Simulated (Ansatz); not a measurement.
# GaH3 (triplet): PBE0, B3LYP, r2SCAN0 over a scan of the scale of all distances, cc-pVDZ, part 2 of 3

Ansatz 0.2.0, Gaussian basis; cc-pVDZ, all electrons in the functionals. Earlier steps stand in the parts before.

## 8. PBE0, 1.976

Input file in.yaml:

```yaml
crystal:
  periodic: [false, false, false]
  atoms:
    - {symbol: Ga, position_ang: [0.000000, 0.054787, -0.090293]}
    - {symbol: H, position_ang: [0.000000, -2.919736, -1.069950]}
    - {symbol: H, position_ang: [0.801106, -0.435032, 3.657934]}
    - {symbol: H, position_ang: [-0.801106, -0.435032, 3.657934]}
basis:
  gaussian: {orbitals: cc-pVDZ}
magnetization: {spin_polarized: true, initial_magnetization: 2}
hamiltonian: {xc: {name: PBE0}}
output: {forces: true, orbitals: {seedname: orbitals}}
```

Run with:

```
$ ansatz run in.yaml --threads 1 --pin off --events-out ev --progress --plain --max-ram 2393MiB
```

Log:

```text
Functional definition: PBE0
  name "PBE0"
  cite "Adamo & Barone, J. Chem. Phys. 110, 6158 (1999) doi:10.1063/1.478522"
  cite "Perdew, Burke & Ernzerhof, Phys. Rev. Lett. 77, 3865 (1996) doi:10.1103/PhysRevLett.77.3865"
  parent pbe
  parameter a = 0.25
  parameter kappa = 0.804
  parameter beta = 0.06672455060314922
  exchange = (1 - a)*pbe_x(kappa = kappa, mu = beta*pi^2/3) + a*exact_x
  correlation = pbe_c(beta = beta)
456 factors; integrals over basis functions are off by at most 7.9e-4 eV
mean field evaluation 1: about -52407.4495 eV, gradient 1.0e1 eV
mean field evaluation 2: about -52378.2431 eV, gradient 2.5e1 eV
mean field evaluation 4: about -52410.8035 eV, gradient 2.5e0 eV
mean field evaluation 8: about -52410.9216 eV, gradient 3.1e-1 eV
mean field evaluation 16: about -52410.9231 eV, gradient 6.6e-4 eV
mean field evaluation 32: about -52410.9328 eV, gradient 1.3e-5 eV
mean field evaluation 64: about -52409.8006 eV, gradient 5.2e0 eV
mean field -52410.93280197 eV, -1926.0662550660 hartree, gradient 5.1e-6 eV, S^2 2.142214; 9 other end points of the search recorded, 0 dependent functions left out
the calculation of the forces begins
reference -52410.93283504 eV, -1926.0662562815 hartree; 18, 16 occupied and 24, 26 virtual orbitals, 456 factors
WARN: the results are in doubt because the forces break the atoms' symmetry
Total energy: -52410.93283504 eV, -1926.0662562815 hartree
Atom 0 at     0.000000     0.054787    -0.090293 Å, force     0.027040    -0.083603     0.200487 eV/Å
Atom 1 at     0.000000    -2.919736    -1.069950 Å, force     0.001349     0.055600     0.019203 eV/Å
Atom 2 at     0.801106    -0.435032     3.657934 Å, force    -3.249579     0.020175    -0.177082 eV/Å
Atom 3 at    -0.801106    -0.435032     3.657934 Å, force     3.221190     0.007827    -0.042607 eV/Å
Dipole moment:    -0.013319     0.000979    -0.297582 e Å
In doubt: the forces break the atoms' symmetry
```

Run time: 4.5 s. Hardware: 1 thread of Arm Neoverse V2, shared host.

From the report: ⟨S²⟩ of the determinant 2.142 (pure triplet: 2.00). Mind the lines of doubt at the end of the log.

From 1.000: +424.0 kJ/mol.

## 9. PBE0, 2.405

Input file in.yaml:

```yaml
crystal:
  periodic: [false, false, false]
  atoms:
    - {symbol: Ga, position_ang: [0.000000, 0.066681, -0.109896]}
    - {symbol: H, position_ang: [0.000000, -3.553625, -1.302242]}
    - {symbol: H, position_ang: [0.975030, -0.529480, 4.452091]}
    - {symbol: H, position_ang: [-0.975030, -0.529480, 4.452091]}
basis:
  gaussian: {orbitals: cc-pVDZ}
magnetization: {spin_polarized: true, initial_magnetization: 2}
hamiltonian: {xc: {name: PBE0}}
output: {forces: true, orbitals: {seedname: orbitals}}
```

The command is unchanged.

Log:

```text
Functional definition: PBE0
  name "PBE0"
  cite "Adamo & Barone, J. Chem. Phys. 110, 6158 (1999) doi:10.1063/1.478522"
  cite "Perdew, Burke & Ernzerhof, Phys. Rev. Lett. 77, 3865 (1996) doi:10.1103/PhysRevLett.77.3865"
  parent pbe
  parameter a = 0.25
  parameter kappa = 0.804
  parameter beta = 0.06672455060314922
  exchange = (1 - a)*pbe_x(kappa = kappa, mu = beta*pi^2/3) + a*exact_x
  correlation = pbe_c(beta = beta)
455 factors; integrals over basis functions are off by at most 2.5e-3 eV
mean field evaluation 1: about -52406.7000 eV, gradient 9.0e0 eV
mean field evaluation 2: about -52373.1658 eV, gradient 2.3e1 eV
mean field evaluation 4: about -52409.5443 eV, gradient 2.2e0 eV
mean field evaluation 8: about -52409.6612 eV, gradient 5.2e-1 eV
mean field evaluation 16: about -52409.6672 eV, gradient 9.9e-4 eV
mean field evaluation 32: about -52410.1323 eV, gradient 5.2e-2 eV
mean field evaluation 64: about -52410.1313 eV, gradient 1.1e-2 eV
mean field evaluation 96: about -52409.6092 eV, gradient 3.6e-2 eV
mean field evaluation 128: about -52409.6001 eV, gradient 4.4e-1 eV
mean field evaluation 160: about -52409.6090 eV, gradient 4.0e-2 eV
mean field evaluation 192: about -52410.0903 eV, gradient 8.6e-1 eV
mean field evaluation 224: about -52409.4812 eV, gradient 3.4e-1 eV
mean field -52410.13245762 eV, -1926.0368429537 hartree, gradient 1.8e-8 eV, S^2 2.738737; 13 other end points of the search recorded, 0 dependent functions left out
the calculation of the forces begins
reference -52410.13249618 eV, -1926.0368443708 hartree; 18, 16 occupied and 24, 26 virtual orbitals, 455 factors
WARN: the results are in doubt because the forces break the atoms' symmetry
Total energy: -52410.13249618 eV, -1926.0368443708 hartree
Atom 0 at     0.000000     0.066681    -0.109896 Å, force    -0.009922    -0.020401     0.030809 eV/Å
Atom 1 at     0.000000    -3.553625    -1.302242 Å, force    -0.000437     0.015944     0.005637 eV/Å
Atom 2 at     0.975030    -0.529480     4.452091 Å, force    -1.101592    -0.000127     0.006278 eV/Å
Atom 3 at    -0.975030    -0.529480     4.452091 Å, force     1.111951     0.004583    -0.042725 eV/Å
Dipole moment:     0.002627    -0.008961    -0.048188 e Å
In doubt: the forces break the atoms' symmetry
```

Run time: 12 s. Hardware: 1 thread of Arm Neoverse V2, shared host.

From the report: ⟨S²⟩ of the determinant 2.739 (pure triplet: 2.00). The determinant is far from a pure spin state, so its energy mixes those of several spin states (harmless only where they are near-degenerate, as at dissociation). Mind the lines of doubt at the end of the log.

From 1.000: +501.3 kJ/mol.

## 10. B3LYP, 0.872

Input file in.yaml:

```yaml
crystal:
  periodic: [false, false, false]
  atoms:
    - {symbol: Ga, position_ang: [0.000000, 0.024177, -0.039846]}
    - {symbol: H, position_ang: [0.000000, -1.288466, -0.472164]}
    - {symbol: H, position_ang: [0.353524, -0.191978, 1.614230]}
    - {symbol: H, position_ang: [-0.353524, -0.191978, 1.614230]}
basis:
  gaussian: {orbitals: cc-pVDZ}
magnetization: {spin_polarized: true, initial_magnetization: 2}
hamiltonian: {xc: {name: B3LYP}}
```

Same command.

Log, shortened:

```text
Functional definition: B3LYP
  name "B3LYP"
  cite "Stephens, Devlin, Chabalowski & Frisch, J. Phys. Chem. 98, 11623 (1994) doi:10.1021/j100096a001"
  cite "Becke, Phys. Rev. A 38, 3098 (1988) doi:10.1103/PhysRevA.38.3098"
  cite "Lee, Yang & Parr, Phys. Rev. B 37, 785 (1988) doi:10.1103/PhysRevB.37.785"
  cite "Vosko, Wilk & Nusair, Can. J. Phys. 58, 1200 (1980) doi:10.1139/p80-159"
[...]
450 factors; integrals over basis functions are off by at most 9.7e-4 eV
[...]
mean field -52422.97277798 eV, -1926.5087160234 hartree, gradient 2.4e-5 eV, S^2 2.001467; 0 other end points of the search recorded, 0 dependent functions left out
reference -52422.97297340 eV, -1926.5087232050 hartree; 18, 16 occupied and 24, 26 virtual orbitals, 450 factors
Total energy: -52422.97297340 eV, -1926.5087232050 hartree
```

It took 1.1 s on 1 thread of Arm Neoverse V2, shared host.

From the report: ⟨S²⟩ of the determinant 2.001 (pure triplet: 2.00).

## 11. B3LYP, 1.000

Input file in.yaml:

```yaml
crystal:
  periodic: [false, false, false]
  atoms:
    - {symbol: Ga, position_ang: [0.000000, 0.027726, -0.045695]}
    - {symbol: H, position_ang: [0.000000, -1.477599, -0.541473]}
    - {symbol: H, position_ang: [0.405418, -0.220158, 1.851181]}
    - {symbol: H, position_ang: [-0.405418, -0.220158, 1.851181]}
basis:
  gaussian: {orbitals: cc-pVDZ}
magnetization: {spin_polarized: true, initial_magnetization: 2}
hamiltonian: {xc: {name: B3LYP}}
```

Launched as before.

Log, shortened:

```text
Functional definition: B3LYP
  name "B3LYP"
  cite "Stephens, Devlin, Chabalowski & Frisch, J. Phys. Chem. 98, 11623 (1994) doi:10.1021/j100096a001"
  cite "Becke, Phys. Rev. A 38, 3098 (1988) doi:10.1103/PhysRevA.38.3098"
  cite "Lee, Yang & Parr, Phys. Rev. B 37, 785 (1988) doi:10.1103/PhysRevB.37.785"
  cite "Vosko, Wilk & Nusair, Can. J. Phys. 58, 1200 (1980) doi:10.1139/p80-159"
[...]
452 factors; integrals over basis functions are off by at most 9.1e-4 eV
[...]
mean field -52423.81126986 eV, -1926.5395300317 hartree, gradient 6.0e-5 eV, S^2 2.003271; 0 other end points of the search recorded, 0 dependent functions left out
reference -52423.81146820 eV, -1926.5395373208 hartree; 18, 16 occupied and 24, 26 virtual orbitals, 452 factors
Total energy: -52423.81146820 eV, -1926.5395373208 hartree
```

Wall time 1.1 s (1 thread of Arm Neoverse V2, shared host).

From the report: ⟨S²⟩ of the determinant 2.003 (pure triplet: 2.00).

## 12. B3LYP, 1.116

Input file in.yaml:

```yaml
crystal:
  periodic: [false, false, false]
  atoms:
    - {symbol: Ga, position_ang: [0.000000, 0.030942, -0.050996]}
    - {symbol: H, position_ang: [0.000000, -1.649000, -0.604284]}
    - {symbol: H, position_ang: [0.452446, -0.245696, 2.065918]}
    - {symbol: H, position_ang: [-0.452446, -0.245696, 2.065918]}
basis:
  gaussian: {orbitals: cc-pVDZ}
magnetization: {spin_polarized: true, initial_magnetization: 2}
hamiltonian: {xc: {name: B3LYP}}
```

Launched as before.

Log, shortened:

```text
Functional definition: B3LYP
  name "B3LYP"
  cite "Stephens, Devlin, Chabalowski & Frisch, J. Phys. Chem. 98, 11623 (1994) doi:10.1021/j100096a001"
  cite "Becke, Phys. Rev. A 38, 3098 (1988) doi:10.1103/PhysRevA.38.3098"
  cite "Lee, Yang & Parr, Phys. Rev. B 37, 785 (1988) doi:10.1103/PhysRevB.37.785"
  cite "Vosko, Wilk & Nusair, Can. J. Phys. 58, 1200 (1980) doi:10.1139/p80-159"
[...]
452 factors; integrals over basis functions are off by at most 1.1e-3 eV
[...]
mean field -52423.60764699 eV, -1926.5320470294 hartree, gradient 1.4e-5 eV, S^2 2.007253; 0 other end points of the search recorded, 0 dependent functions left out
reference -52423.60785185 eV, -1926.5320545578 hartree; 18, 16 occupied and 24, 26 virtual orbitals, 452 factors
Total energy: -52423.60785185 eV, -1926.5320545578 hartree
```

Run time: 1.1 s. Hardware: 1 thread of Arm Neoverse V2, shared host.

From the report: ⟨S²⟩ of the determinant 2.007 (pure triplet: 2.00).

From 1.000: +19.6 kJ/mol.

## 13. B3LYP, 1.320

Input file in.yaml:

```yaml
crystal:
  periodic: [false, false, false]
  atoms:
    - {symbol: Ga, position_ang: [0.000000, 0.036598, -0.060317]}
    - {symbol: H, position_ang: [0.000000, -1.950431, -0.714744]}
    - {symbol: H, position_ang: [0.535152, -0.290608, 2.443559]}
    - {symbol: H, position_ang: [-0.535152, -0.290608, 2.443559]}
basis:
  gaussian: {orbitals: cc-pVDZ}
magnetization: {spin_polarized: true, initial_magnetization: 2}
hamiltonian: {xc: {name: B3LYP}}
```

The command is unchanged.

Log, shortened:

```text
Functional definition: B3LYP
  name "B3LYP"
  cite "Stephens, Devlin, Chabalowski & Frisch, J. Phys. Chem. 98, 11623 (1994) doi:10.1021/j100096a001"
  cite "Becke, Phys. Rev. A 38, 3098 (1988) doi:10.1103/PhysRevA.38.3098"
  cite "Lee, Yang & Parr, Phys. Rev. B 37, 785 (1988) doi:10.1103/PhysRevB.37.785"
  cite "Vosko, Wilk & Nusair, Can. J. Phys. 58, 1200 (1980) doi:10.1139/p80-159"
[...]
453 factors; integrals over basis functions are off by at most 1.2e-3 eV
[...]
mean field -52422.58718464 eV, -1926.4945457298 hartree, gradient 2.2e-5 eV, S^2 2.012922; 2 other end points of the search recorded, 0 dependent functions left out
reference -52422.58739965 eV, -1926.4945536310 hartree; 18, 16 occupied and 24, 26 virtual orbitals, 453 factors
Total energy: -52422.58739965 eV, -1926.4945536310 hartree
```

It took 1.2 s on 1 thread of Arm Neoverse V2, shared host.

From the report: ⟨S²⟩ of the determinant 2.013 (pure triplet: 2.00).

From 1.000: +118.1 kJ/mol.

## 14. B3LYP, 1.529

Input file in.yaml:

```yaml
crystal:
  periodic: [false, false, false]
  atoms:
    - {symbol: Ga, position_ang: [0.000000, 0.042393, -0.069868]}
    - {symbol: H, position_ang: [0.000000, -2.259249, -0.827912]}
    - {symbol: H, position_ang: [0.619884, -0.336622, 2.830456]}
    - {symbol: H, position_ang: [-0.619884, -0.336622, 2.830456]}
basis:
  gaussian: {orbitals: cc-pVDZ}
magnetization: {spin_polarized: true, initial_magnetization: 2}
hamiltonian: {xc: {name: B3LYP}}
```

Launched as before.

Log, shortened:

```text
Functional definition: B3LYP
  name "B3LYP"
  cite "Stephens, Devlin, Chabalowski & Frisch, J. Phys. Chem. 98, 11623 (1994) doi:10.1021/j100096a001"
  cite "Becke, Phys. Rev. A 38, 3098 (1988) doi:10.1103/PhysRevA.38.3098"
  cite "Lee, Yang & Parr, Phys. Rev. B 37, 785 (1988) doi:10.1103/PhysRevB.37.785"
  cite "Vosko, Wilk & Nusair, Can. J. Phys. 58, 1200 (1980) doi:10.1139/p80-159"
[...]
455 factors; integrals over basis functions are off by at most 1.0e-3 eV
[...]
mean field -52421.50761596 eV, -1926.4548723125 hartree, gradient 2.3e-5 eV, S^2 2.008378; 2 other end points of the search recorded, 0 dependent functions left out
reference -52421.50784238 eV, -1926.4548806331 hartree; 18, 16 occupied and 24, 26 virtual orbitals, 455 factors
Total energy: -52421.50784238 eV, -1926.4548806331 hartree
```

Run time: 1.4 s. Hardware: 1 thread of Arm Neoverse V2, shared host.

From the report: ⟨S²⟩ of the determinant 2.008 (pure triplet: 2.00).

From 1.000: +222.3 kJ/mol.

## 15. B3LYP, 1.775

Input file in.yaml:

```yaml
crystal:
  periodic: [false, false, false]
  atoms:
    - {symbol: Ga, position_ang: [0.000000, 0.049214, -0.081108]}
    - {symbol: H, position_ang: [0.000000, -2.622738, -0.961114]}
    - {symbol: H, position_ang: [0.719617, -0.390780, 3.285846]}
    - {symbol: H, position_ang: [-0.719617, -0.390780, 3.285846]}
basis:
  gaussian: {orbitals: cc-pVDZ}
magnetization: {spin_polarized: true, initial_magnetization: 2}
hamiltonian: {xc: {name: B3LYP}}
```

Same command.

Log, shortened:

```text
Functional definition: B3LYP
  name "B3LYP"
  cite "Stephens, Devlin, Chabalowski & Frisch, J. Phys. Chem. 98, 11623 (1994) doi:10.1021/j100096a001"
  cite "Becke, Phys. Rev. A 38, 3098 (1988) doi:10.1103/PhysRevA.38.3098"
  cite "Lee, Yang & Parr, Phys. Rev. B 37, 785 (1988) doi:10.1103/PhysRevB.37.785"
  cite "Vosko, Wilk & Nusair, Can. J. Phys. 58, 1200 (1980) doi:10.1139/p80-159"
[...]
457 factors; integrals over basis functions are off by at most 6.3e-4 eV
[...]
mean field -52420.43624638 eV, -1926.4155002067 hartree, gradient 4.5e-6 eV, S^2 2.003513; 6 other end points of the search recorded, 0 dependent functions left out
reference -52420.43649096 eV, -1926.4155091946 hartree; 18, 16 occupied and 24, 26 virtual orbitals, 457 factors
Total energy: -52420.43649096 eV, -1926.4155091946 hartree
```

Run time: 3.4 s. Hardware: 1 thread of Arm Neoverse V2, shared host.

From the report: ⟨S²⟩ of the determinant 2.004 (pure triplet: 2.00).

From 1.000: +325.6 kJ/mol.

## 16. B3LYP, 1.976

Input file in.yaml:

```yaml
crystal:
  periodic: [false, false, false]
  atoms:
    - {symbol: Ga, position_ang: [0.000000, 0.054787, -0.090293]}
    - {symbol: H, position_ang: [0.000000, -2.919736, -1.069950]}
    - {symbol: H, position_ang: [0.801106, -0.435032, 3.657934]}
    - {symbol: H, position_ang: [-0.801106, -0.435032, 3.657934]}
basis:
  gaussian: {orbitals: cc-pVDZ}
magnetization: {spin_polarized: true, initial_magnetization: 2}
hamiltonian: {xc: {name: B3LYP}}
```

Launched as before.

Log, shortened:

```text
Functional definition: B3LYP
  name "B3LYP"
  cite "Stephens, Devlin, Chabalowski & Frisch, J. Phys. Chem. 98, 11623 (1994) doi:10.1021/j100096a001"
  cite "Becke, Phys. Rev. A 38, 3098 (1988) doi:10.1103/PhysRevA.38.3098"
  cite "Lee, Yang & Parr, Phys. Rev. B 37, 785 (1988) doi:10.1103/PhysRevB.37.785"
  cite "Vosko, Wilk & Nusair, Can. J. Phys. 58, 1200 (1980) doi:10.1139/p80-159"
[...]
456 factors; integrals over basis functions are off by at most 7.9e-4 eV
[...]
mean field -52419.70853652 eV, -1926.3887573627 hartree, gradient 9.5e-6 eV, S^2 2.049496; 13 other end points of the search recorded, 0 dependent functions left out
reference -52419.70880071 eV, -1926.3887670712 hartree; 18, 16 occupied and 24, 26 virtual orbitals, 456 factors
Total energy: -52419.70880071 eV, -1926.3887670712 hartree
```

Run time: 6.5 s. Hardware: 1 thread of Arm Neoverse V2, shared host.

From the report: ⟨S²⟩ of the determinant 2.049 (pure triplet: 2.00).

From 1.000: +395.8 kJ/mol.

[end of part 2 of 3]
